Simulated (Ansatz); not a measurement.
# C2H7NSSi: a ladder of functionals and wavefunction methods

One table from this session's results is given with a row withheld; the runs are named, their logs left out.

Method: functionals in def2-TZVPP, the program's frozen cores in correlated methods; program: Ansatz 0.2.0, Gaussian basis.

Plan: PBE-D4, r2SCAN-D4, PBE0-D4, B3LYP-D4, ωB97X-V, ωB97M-V, B2PLYP; CCSD(T)/def2-TZVPP; MP2/def2-QZVPP; extrapolation to the limit.

### The relaxed structure

All runs share one geometry, relaxed beforehand with PBE0-D4 in a triple-zeta def2 set.

12 atoms, charge 0, spin multiplicity 1.

Atoms are counted from 1 here; the program's logs count them from 0.

Bond lengths: S1–C2 1.817 Å, S1–H6 1.345 Å, C2–Si3 1.861 Å, C2–H7 1.092 Å, C2–H8 1.091 Å, Si3–C4 1.830 Å, Si3–N5 1.718 Å, Si3–H9 1.480 Å, C4–N5 1.503 Å, C4–H10 1.090 Å, C4–H11 1.087 Å, N5–H12 1.009 Å. Angles: C2–S1–H6 96.1°, S1–C2–Si3 107.4°, S1–C2–H7 106.0°, S1–C2–H8 111.0°, Si3–C2–H7 110.8°, Si3–C2–H8 113.1°, H7–C2–H8 108.3°, C2–Si3–C4 125.3°, C2–Si3–N5 114.4°, C2–Si3–H9 112.8°, C4–Si3–N5 50.0°, C4–Si3–H9 119.0°, N5–Si3–H9 120.6°, Si3–C4–N5 61.1°, Si3–C4–H10 118.1°, Si3–C4–H11 124.0°, N5–C4–H10 116.7°, N5–C4–H11 113.9° and more.

The first run:

Input file in.yaml:

```yaml
crystal:
  periodic: [false, false, false]
  atoms:
    - {symbol: S, position_ang: [-2.219312, -0.356339, 1.446765]}
    - {symbol: C, position_ang: [-0.713807, -1.200335, 0.877397]}
    - {symbol: Si, position_ang: [0.520960, 0.114574, 0.418410]}
    - {symbol: C, position_ang: [1.311585, 0.295298, -1.221985]}
    - {symbol: N, position_ang: [0.063272, 1.078827, -0.928221]}
    - {symbol: H, position_ang: [-2.354488, 0.435580, 0.368520]}
    - {symbol: H, position_ang: [-0.357927, -1.787073, 1.727011]}
    - {symbol: H, position_ang: [-0.934842, -1.884983, 0.057688]}
    - {symbol: H, position_ang: [1.170416, 0.728288, 1.598630]}
    - {symbol: H, position_ang: [2.241316, 0.859997, -1.284728]}
    - {symbol: H, position_ang: [1.201541, -0.421094, -2.032587]}
    - {symbol: H, position_ang: [0.148386, 2.081860, -0.992800]}
basis:
  gaussian: {orbitals: def2-TZVPP}
hamiltonian: {xc: pbe, dispersion: d4}
output: {forces: true, orbitals: {seedname: orbitals}}
```

The run is started by

```
$ ansatz run in.yaml --threads 4 --pin off --events-out ev --progress --plain --max-ram 10444MiB
```

Steps of the session up to this table: PBE-D4 (GGA); r2SCAN-D4 (meta-GGA); PBE0-D4 (hybrid); B3LYP-D4 (hybrid); ωB97X-V (range-separated); ωB97M-V (range-separated); B2PLYP (double hybrid); CCSD(T) in def2-TZVPP; MP2 in def2-QZVPP.

One of the session's tables, all rows but one given; the rest of the session is left out.

It belongs to the step «Atomisation energies». 

| method | atomisation energy (eV) |
| --- | --- |
| PBE-D4 | 44.656 |
| r2SCAN-D4 | 43.766 |
| PBE0-D4 | 43.883 |
| B3LYP-D4 | 43.681 |
| ωB97X-V | 43.976 |
| ωB97M-V | 43.965 |
| B2PLYP | 43.094 |
| HF/def2-TZVPP | 30.620 |
| MP2/def2-TZVPP | 42.905 |
| CCSD/def2-TZVPP | 41.618 |
| CCSD(T)/def2-TZVPP | 42.346 |
| MP2/CBS | 44.220 |
| CCSD(T)/CBS | ? |

Q: Estimate the row for CCSD(T)/CBS from the others.

The run gave: atomisation energy (eV): 43.661. In the column «atomisation energy (eV)» it lies between B2PLYP (43.094) and B3LYP-D4 (43.681).
